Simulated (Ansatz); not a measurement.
Lu3Si, space group Pm-3m, a test of the smearing width

Computed with Ansatz 0.2.0 through its Python package.

`lu3si.xyz`
```text
4
Lattice="4.541419 0.0 0.0 0.0 4.541419 0.0 0.0 0.0 4.541419" Properties=species:S:1:pos:R:3 pbc="T T T"
Lu    0.00000000    2.27070950    2.27070950
Lu    2.27070950    0.00000000    2.27070950
Lu    2.27070950    2.27070950    0.00000000
Si    0.00000000    0.00000000    0.00000000
```

Notebook, run cell by cell (the value of a cell's last expression is shown):

In [1]:
```python
import warnings

import ansatz as az
from tabulate import tabulate
```

In [2]:
```python
warnings.simplefilter("ignore", az.DeckWarning)

xtal = az.Crystal.from_extxyz("lu3si.xyz")
```

In [3]:
```python
base = (
    xtal.calculation()
    .functional("pbe")
    .basis(18 * az.Ha, xc_grid=1)
    .kpoints(5, 5, 5, shift=0.5)
    .mixing("anderson", preconditioner="kerker_dos")  # how the next input density is formed
    .scf(tolerance=1e-05, lower_state_search="standard")  # control of the self-consistency loop
)
```

In [4]:
```python
rows = []
for value in [0.3, 0.2, 0.1, 0.05]:
    report = base.occupations("gaussian", width=value).run(threads=1, pin="off").report
    rows.append((value, report["free_energy_ev"] / len(report["lattice"]["sites"]), report["n_iterations"], report["n_kpoints"]))
```

In [5]:
```python
print(tabulate(rows, headers=["width (eV)", "F/atom (eV)", "iterations", "k-points"], floatfmt=".4f", tablefmt="plain"))

# the last row is the reference
for row in rows[:-1]:
    shift = 1000 * (row[1] - rows[-1][1])
    print(f"{row[0]}: {shift:+.2f} meV/atom" + ("  (within 2 meV)" if abs(shift) < 2 else ""))
```
```text
  width (eV)    F/atom (eV)    iterations    k-points
      0.3000    -11208.5285             7          10
      0.2000    -11208.5168             7          10
      0.1000    -11208.5109             6          10
      0.0500    -11208.5092             8          10
0.3: -19.38 meV/atom
0.2: -7.67 meV/atom
0.1: -1.72 meV/atom  (within 2 meV)
```

Going from 0.05 to 0.3 eV changes F by -19.4 meV an atom. With this scheme F falls roughly as the square of the width; the report's estimate for zero width (energy_sigma0_ev) moves by only +1.5 meV.

Notes:
- For a metal this k-point mesh is coarse: on a finer one energies can move by several to tens of meV an atom and pressures by half a GPa or more, differences at one mesh by less.
- The free energy holds a sizeable smearing term, which stands for no physical temperature.
- The narrowest width needs the finest mesh, so the last row is no converged reference.
- The structure comes from a database of computed cells and needn't be a stable or known phase.
- Wall time of the script: 9.2 s on 1 thread of AMD EPYC 7R13 Processor (Zen 3), on a shared host, peak memory 0.43 GiB.

(Lines on the test bed's own set-up are left out of the output.)
